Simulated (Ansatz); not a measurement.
# MoH (quartet): wave-function methods side by side, def2-TZVPP

The task here is to estimate one member of a computed series from the others.

Program: Ansatz 0.2.0, Gaussian basis. Level of theory: def2-TZVPP, core rule «outside noble gas», up to 4 orbitals frozen. These are calculated values, not measurements.

To be run: UHF; ROHF; CCSD(T) on UHF.

5 further runs of the same task are left out: 1 for a known fault of the program, 4 set aside as unsound or not needed.

### The system

The geometry is a PBE0/def2-TZVP stationary point (not a proven minimum) of the parent state, kept for this charge and spin. No spin-orbit coupling is included. Elements past krypton take def2 core potentials.

2 atoms, charge 0, spin multiplicity 4.

Atoms are counted from 1 here; the program's logs count them from 0.

Bond lengths: Mo1–H2 1.689 Å.

The first run:

in.yaml

```yaml
crystal:
  periodic: [false, false, false]
  atoms:
    - {symbol: Mo, position_ang: [0.000000, 0.000000, 0.000000]}
    - {symbol: H, position_ang: [0.000000, 0.000000, 1.688800]}
basis:
  gaussian: {orbitals: def2-TZVPP}
magnetization: {spin_polarized: true, initial_magnetization: 3}
hamiltonian: {xc: hf}
output: {orbitals: {seedname: orbitals}}
```

Run with:

```
> ansatz run in.yaml --threads 1 --pin off --events-out ev --progress --plain --max-ram 2816MiB --backend cpu
```

Among the steps run: UHF; ROHF; CCSD(T) on UHF.

One of the session's tables, all rows but one given; the rest of the session is left out.

| method | from UCCSD(T) (kJ/mol) |
| --- | --- |
| ROHF | +595.3 |
| UHF | +486.8 |
| UMP2 | +193.0 |
| UCCSD | ? |
| UCCSD(T) | 0 |

Estimate the missing values for UCCSD.

As computed: from UCCSD(T) (kJ/mol): +88.3. In the column «from UCCSD(T) (kJ/mol)» it lies between UCCSD(T) (0) and UMP2 (+193.0).

The program flags UCCSD(T) as in doubt (see the logs), so the zero of the table is itself unsure.

Caveats from the session: The determinant is far from a pure spin state, so its energy mixes those of several spin states (harmless only where they are near-degenerate, as at dissociation). The program flags UCCSD(T) as in doubt, so the zero of the table is itself unsure.
